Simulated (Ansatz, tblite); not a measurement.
**The cluster Be₇O₈: a ladder of methods and basis sets**

One table from this session's results is given with a row withheld; the runs are named, their logs left out.

The runs use Ansatz 0.2.0, Gaussian basis; as each input shows.

The runs, in order: GFN1-xTB, GFN2-xTB, PBE-D4/def2-TZVP, r2SCAN-D4/def2-TZVP, LC-ωPBE/def2-TZVP, r2SCAN0-D4/def2-TZVP, PBE-D4/def2-SVP, PBE0-D4/def2-SVP, HF/6-31G, B3LYP-D4/6-31G, CCSD(T)/def2-SVP.

2 further runs of the same task are left out: 2 set aside as unsound or not needed. Runs told in other sessions of the task aren't counted.

## The geometry

The geometry is that of the singlet, from an earlier relaxation (PBE-D4/def2-SVP). At that level it is the lowest of the isomers that a small search found.

15 atoms, charge 0, spin multiplicity 1.

Bond lengths: Be1–O8 1.520 Å, Be1–O10 1.638 Å, Be1–O14 1.641 Å, Be2–O12 1.447 Å, Be2–O13 1.630 Å, Be2–O15 1.645 Å, Be3–O9 1.450 Å, Be3–O10 1.501 Å, Be4–O10 1.646 Å, Be4–O12 1.498 Å, Be4–O14 1.655 Å, Be5–O11 1.617 Å, Be5–O14 1.542 Å, Be5–O15 1.656 Å, Be6–O8 1.433 Å, Be6–O11 1.508 Å, Be7–O9 1.503 Å, Be7–O11 1.619 Å and more. Angles: O8–Be1–O10 126.8°, O8–Be1–O14 123.8°, O10–Be1–O14 95.6°, O12–Be2–O13 142.0°, O12–Be2–O15 135.3°, O13–Be2–O15 56.5°, O9–Be3–O10 150.5°, O10–Be4–O12 128.5°, O10–Be4–O14 94.8°, O12–Be4–O14 125.4°, O11–Be5–O14 119.8°, O11–Be5–O15 105.8°, O14–Be5–O15 121.4°, O8–Be6–O11 144.4°, O9–Be7–O11 121.9°, O9–Be7–O13 122.9°, O11–Be7–O13 105.4°, Be1–O8–Be6 99.8° and more.

Geometry (Å):

```xyz
15

Be    1.3635   -1.4231   -0.2818
Be   -2.2326    0.3586   -0.3322
Be    0.2300   -0.8061    1.7727
Be   -0.8479   -1.5578   -0.2890
Be    0.0832    0.6278   -1.3724
Be    2.2046    0.6653   -0.0919
Be   -0.0255    1.5041    0.8158
O     2.6654   -0.6891   -0.0046
O     0.1912    0.6231    2.0142
O     0.2893   -1.9702    0.8271
O     1.0196    1.5394   -0.4197
O    -2.2425   -1.0625   -0.0588
O    -1.5255    1.7516    0.1349
O     0.2364   -0.9070   -1.3565
O    -1.4091    1.3459   -1.3578
```

PBE0-D4/def2-TZVP was run before; its log isn't repeated, and its numbers join the tables.

Set-up of the first run:

Tight binding, by tblite at 300 K electronic temperature and without a spin-polarisation term:

```python
tblite.interface.Calculator('GFN1-xTB', numbers, positions, charge=0, uhf=0).singlepoint()
```

Tight binding, by tblite at 300 K electronic temperature and without a spin-polarisation term:

```python
tblite.interface.Calculator('GFN2-xTB', numbers, positions, charge=0, uhf=0).singlepoint()
```

start.molden holds the orbitals of an earlier run on this state, given as this run's starting guess.

in.yaml reads:

```yaml
crystal:
  periodic: [false, false, false]
  atoms:
    - {symbol: Be, position_ang: [1.363484, -1.423097, -0.281820]}
    - {symbol: Be, position_ang: [-2.232584, 0.358565, -0.332189]}
    - {symbol: Be, position_ang: [0.230033, -0.806073, 1.772746]}
    - {symbol: Be, position_ang: [-0.847918, -1.557779, -0.289015]}
    - {symbol: Be, position_ang: [0.083176, 0.627814, -1.372438]}
    - {symbol: Be, position_ang: [2.204552, 0.665298, -0.091903]}
    - {symbol: Be, position_ang: [-0.025537, 1.504122, 0.815828]}
    - {symbol: O, position_ang: [2.665432, -0.689113, -0.004634]}
    - {symbol: O, position_ang: [0.191235, 0.623139, 2.014194]}
    - {symbol: O, position_ang: [0.289255, -1.970202, 0.827111]}
    - {symbol: O, position_ang: [1.019593, 1.539359, -0.419675]}
    - {symbol: O, position_ang: [-2.242463, -1.062489, -0.058835]}
    - {symbol: O, position_ang: [-1.525550, 1.751554, 0.134879]}
    - {symbol: O, position_ang: [0.236395, -0.906961, -1.356477]}
    - {symbol: O, position_ang: [-1.409103, 1.345884, -1.357761]}
basis:
  gaussian: {orbitals: def2-TZVP, initial_orbitals: start.molden}
hamiltonian: {xc: pbe, dispersion: d4}
scf: {omitted_lower_state_checks: [starts]}
output: {forces: true, orbitals: {seedname: orbitals}}
```

Command:

```bash
$ ansatz run in.yaml --threads 4 --pin off --events-out ev --progress --plain --max-ram 6963MiB
```

Among the steps run: PBE-D4/def2-TZVP; r2SCAN-D4/def2-TZVP; LC-ωPBE/def2-TZVP; r2SCAN0-D4/def2-TZVP; PBE-D4/def2-SVP; PBE0-D4/def2-SVP; HF/6-31G; B3LYP-D4/6-31G; CCSD(T)/def2-SVP.

One table of the session follows, with a row left open; its other results are not shown here.

It belongs to the step «Binding energy». 

| method | binding an atom (eV) |
| --- | --- |
| HF/6-31G | 3.227 |
| HF/def2-SVP | 3.444 |
| PBE-D4/def2-SVP | 5.164 |
| PBE-D4/def2-TZVP | 5.133 |
| r2SCAN-D4/def2-TZVP | 5.063 |
| B3LYP-D4/6-31G | 4.785 |
| PBE0-D4/def2-SVP | 4.928 |
| PBE0-D4/def2-TZVP | ? |
| r2SCAN0-D4/def2-TZVP | 4.878 |
| LC-ωPBE/def2-TZVP | 4.968 |
| MP2/def2-SVP | 4.759 |
| CCSD/def2-SVP | 4.272 |
| CCSD(T)/def2-SVP | 4.341 |

Q: Estimate the row for PBE0-D4/def2-TZVP from the others.

As computed: binding an atom (eV): 4.925. In the column «binding an atom (eV)» it lies between r2SCAN0-D4/def2-TZVP (4.878) and PBE0-D4/def2-SVP (4.928).

Caveats from the session: Free atoms were run apart at each level; binding is atoms less cluster, divided by the number of atoms, without zero-point or spin-orbit terms.
